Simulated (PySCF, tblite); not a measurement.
**C6H14AlP: geometry, infrared bands and NMR shifts**

Aim: predict the infrared bands and NMR shifts of C6H14AlP (`[AlH3-][P@+]12CC[C@H](CC1)C2`).

Computed with tblite 0.8.0 and PySCF 2.14.0, with density-fitted response routines of our own, on a single molecule in the gas phase. Atoms count from 0, in the outputs and in this text.

## Step 1: The molecule as given

22 atoms, charge 0, multiplicity 1; geometry from: force field or distance geometry start.

Bonds of the start (Å): Al0–P1 2.17, P1–C2 1.81, C2–C3 1.52, C3–C4 1.49, C4–C5 1.50, C5–C6 1.50, C4–C7 1.54, C6–P1 1.82, C7–P1 1.82, Al0–H8 1.61, Al0–H9 1.60, Al0–H10 1.60, C2–H11 1.11, C2–H12 1.10, C3–H13 1.09, C3–H14 1.12, C4–H15 1.10, C5–H16 1.09, C5–H17 1.12, C6–H18 1.11, C6–H19 1.11, C7–H20 1.09, C7–H21 1.10.

## Step 2: Geometry optimisation with GFN2-xTB

What the job is given:

```
{"job": {"kind": "relax", "xc": "GFN2-xTB", "basis": "xTB"}, "charge": 0, "multiplicity": 1}
Al     2.678600    -0.140300    -1.250600
P      0.752800    -0.047300    -0.260100
C      0.443900     1.217800     1.001400
C     -1.077100     1.212400     1.020400
C     -1.592700     0.226600     0.025400
C     -1.413300    -1.170300     0.528400
C      0.037600    -1.559800     0.447700
C     -0.722800     0.378400    -1.231900
H      2.837400    -1.499700    -2.093300
H      3.912300    -0.117700    -0.230700
H      2.910700     1.069600    -2.270200
H      0.713800     2.200200     0.558800
H      0.901500     1.021200     1.977100
H     -1.522200     2.184900     0.800800
H     -1.461900     0.893600     2.018300
H     -2.646800     0.372700    -0.247300
H     -2.074700    -1.902700     0.069600
H     -1.676800    -1.151800     1.617800
H      0.486900    -1.849900     1.416700
H      0.130100    -2.364500    -0.316000
H     -0.956800    -0.367600    -1.994100
H     -0.670800     1.413600    -1.588900
```

Started as:

```sh
OMP_NUM_THREADS=1 python probes_run.py task.json out
```

The driver reads the jobs from task.json and runs them one after another.

**Question.** This job is followed by: GFN2-xTB harmonic vibrations, gas phase; GIAO PBE0/pcSseg-1 NMR shielding, non-relativistic, gas phase. What will the session give for the following? strongest single infrared mode (GFN2-xTB); zero-point energy (GFN2-xTB); ¹³C shifts against TMS (PBE0/pcSseg-1, means over atoms taken as alike); ¹H shifts against TMS (PBE0/pcSseg-1, means over atoms taken as alike); ²⁷Al shifts against AlH4- (PBE0/pcSseg-1); ³¹P shifts against H3PO4 (PBE0/pcSseg-1); surface potential, 1st and 99th percentile.

As calculated:

```
                                                               quantity                                         value
                              strongest single infrared mode (GFN2-xTB)                          725 cm⁻¹, 872 km/mol
                                           zero-point energy (GFN2-xTB)                                110.0 kcal/mol
¹³C shifts against TMS (PBE0/pcSseg-1, means over atoms taken as alike)                    42.7, 35.4, 33.1, 25.4 ppm
 ¹H shifts against TMS (PBE0/pcSseg-1, means over atoms taken as alike)  3.88, 2.58, 1.83, 1.78, 1.58, 1.49, 1.47 ppm
                              ²⁷Al shifts against AlH4- (PBE0/pcSseg-1)                                      30.5 ppm
                               ³¹P shifts against H3PO4 (PBE0/pcSseg-1)                                     -24.2 ppm
                                  surface potential, 1st and 99th percentile                            -1.21 V and 1.11 V
```

What this shows: The optimisation took 41 steps and gained 1.496 eV; among the close pairs (by a distance rule), Al0–P1 changed most, from 2.168 to 2.496 Å. The lowest mode is imaginary (40i cm⁻¹), so the xTB geometry is not a minimum. GFN2-xTB is a fitted tight-binding method: band positions and strengths are rough. Its intensities can rank the bands wrongly. At PBE0/pcSseg-1: The widest tensor belongs to P1: span 150 ppm, with a paramagnetic part of -625 ppm.
